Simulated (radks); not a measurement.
# Eu²⁺ in [Xe] 4f6 5d1: an all-electron calculation

Aim: the levels, the sizes of the orbitals and the parts of the energy of the europium ion Eu2+.

Program: radks (a radial shooting solver on a logarithmic mesh, Libxc functionals) version 1. Level of theory: scalar-relativistic Kohn-Sham, exchange-only r2SCAN, spin-polarised, spherical densities, finite nucleus; open shells are filled with parallel spins first. These are calculated values, not measurements, unless marked.

## 1. Starting point

| Quantity | Value |
| --- | --- |
| element | europium (Z = 63) |
| charge | +2 |
| electrons | 61 |
| configuration | [Xe] 4f6 5d1 |
| nuclear rms radius | 5.1115 fm |

The outer shells:

Eu²⁺
```
[Xe] core
4f [↑ ][↑ ][↑ ][↑ ][↑ ][↑ ][  ]
5d [↑ ][  ][  ][  ][  ]
```

## 2. The calculation

Input:

```text
Z 63
configuration [Xe] 4f6 5d1
relativity scalar-relativistic
functional r2scan,
spin polarised
nucleus finite rms 5.1115 fm
c 137.035999084
```

Started as:

```console
$ python run_ks.py task.json out
```

All runs below come from this command, one after another.

What does the calculation give?

**Answer**, as computed:

```
                        quantity                   value
                    total energy     -10840.4953 hartree
exchange-correlation share of it                  2.20 %
                            −T/E                  1.0716
          highest occupied level       5d up, -14.639 eV
    most extended occupied level  5d up, <r> = 2.36 bohr
 radius at density 0.001 e/bohr³               3.71 bohr
    maxima of the radial density                       4
```

**Reading.** The radial density shows 4 maxima for 5 occupied principal shells; where shells overlap, one shows as a shoulder or not at all. Relativity lifts −T/E to 1.072. This is not the tabulated ground configuration, so its levels and sizes aren't those of the ground state, and no measured value stands beside it.
